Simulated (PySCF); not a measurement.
# RbI⁻ at other levels of theory

What do other methods print for RbI⁻?

Method: method and basis as typed in the scripts; program: PySCF 2.14.0.

2 further runs of the same task are left out: 2 for a known fault of the program.

### 1 Where the work starts

RbI⁻: 2 atoms, charge -1, spin multiplicity 2.

Bond lengths: Rb1–I2 3.388 Å.

### 2 Base script

File input.py:

```python
from pyscf import gto, scf, mp

mol = gto.M(
    atom='Rb 0 0 0; I 0 0 3.388',
    basis='def2-svp',
    ecp={'Rb': 'def2-svp', 'I': 'def2-svp'},
    charge=-1,
    spin=1,
    verbose=3,
)
mf = scf.UHF(mol)
mf.kernel()
mp.MP2(mf).kernel()
mf.dip_moment()
print('orbital energies (hartree):', [e[max(0, n-3):n+3].round(4) for e, n in zip(mf.mo_energy, mol.nelec)])
```

Started as:

```bash
$ OMP_NUM_THREADS=1 python input.py
```

Its log is not repeated here.

In short: E(SCF) = -320.569131 Eh, E(MP2) − E(SCF) = -0.18795 Eh, ⟨S²⟩ = 0.750.

The bond length is a typed value, not an optimised one. The dipole of an ion depends on the origin.

### 3 MP2

Variant 1 changes frozen orbitals: none → 4.

File input.py:

```python
from pyscf import gto, scf, mp

mol = gto.M(
    atom='Rb 0 0 0; I 0 0 3.388',
    basis='def2-svp',
    ecp={'Rb': 'def2-svp', 'I': 'def2-svp'},
    charge=-1,
    spin=1,
    verbose=3,
)
mf = scf.UHF(mol)
mf.kernel()
mp.MP2(mf, frozen=4).kernel()
mf.dip_moment()
print('orbital energies (hartree):', [e[max(0, n-3):n+3].round(4) for e, n in zip(mf.mo_energy, mol.nelec)])
```

Started as:

```bash
$ OMP_NUM_THREADS=1 python input.py
```

### 4 Polarisability

Variant 2 changes step after the SCF: mp2 → polarizability.

Edit input.py of step 2 so:

```diff
@@ -1,2 +1,3 @@
-from pyscf import gto, scf, mp
+from pyscf import gto, scf
+from pyscf.prop.polarizability import uhf as pol
 
@@ -12,3 +13,4 @@
 mf.kernel()
-mp.MP2(mf).kernel()
+print('polarizability (a.u.)')
+print(pol.Polarizability(mf).polarizability().round(4))
 mf.dip_moment()
```

### 5 ROHF

Variant 3 changes SCF type: UHF → ROHF.

File input.py:

```python
from pyscf import gto, scf, mp

mol = gto.M(
    atom='Rb 0 0 0; I 0 0 3.388',
    basis='def2-svp',
    ecp={'Rb': 'def2-svp', 'I': 'def2-svp'},
    charge=-1,
    spin=1,
    verbose=3,
)
mf = scf.ROHF(mol)
mf.kernel()
mp.MP2(mf).kernel()
mf.dip_moment()
print('orbital energies (hartree):', mf.mo_energy[..., max(0, mol.nelec[1]-3):mol.nelec[0]+3].round(4))
```

What does the calculation give? Wanted: for each run, E(SCF); from base; after the SCF.

The runs gave:

| run | E(SCF) (hartree) | from base (eV) | after the SCF |
| --- | --- | --- | --- |
| base | -320.569131 | 0 | MP2 correlation -5.114 eV |
| MP2 | -320.569131 | 0.0000 | MP2 correlation -4.710 eV, core frozen |
| polarisability | -320.569131 | 0.0000 | mean α 646.4 bohr³ |
| ROHF | -320.531082 | +1.0354 | MP2 correlation -5.067 eV |

What this shows: Total energies from different bases, Hamiltonians or methods carry different errors, so properties are taken as differences within one set-up.
